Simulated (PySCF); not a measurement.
# C2H5ClO2Si: the cost of one run

Computed with PySCF 2.14.0 and routines of our own; the level stands in each step. Atoms count from 0.

### 1 The system as given

11 atoms, charge 0, multiplicity 1; geometry from: GFN2-xTB.

### 2 Magnetic properties: GIAO PBE/pcSseg-1

What the job is given:

```
{"job": {"kind": "mag", "xc": "PBE", "basis": "pcSseg-1", "isotopologues": 2}, "charge": 0, "multiplicity": 1}
O     -1.127520     2.289507    -0.814373
C     -1.419948     1.219476    -0.347563
Si    -0.291536    -0.328906    -0.409361
O     -1.089062    -1.365008     0.543951
C      1.421781     0.124944     0.311488
Cl     2.375890    -1.374292     0.531325
H     -2.404003     1.092601     0.149857
H     -0.113770    -0.824437    -1.770976
H     -0.715228    -2.194938     0.835440
H      2.001387     0.766526    -0.346496
H      1.367435     0.597197     1.290746
```

Level: GIAO PBE/pcSseg-1 magnetisability, rotational g tensor and spin-rotation constants, non-relativistic, gas phase.

Started as:

```sh
$ OMP_NUM_THREADS=1 python excited_run.py task.json out
```

One launch serves the whole session: the jobs run in the order shown.

**Question.** How long does this run take on 1 thread of Intel Xeon Platinum 8488C, shared host?

About 21 s.
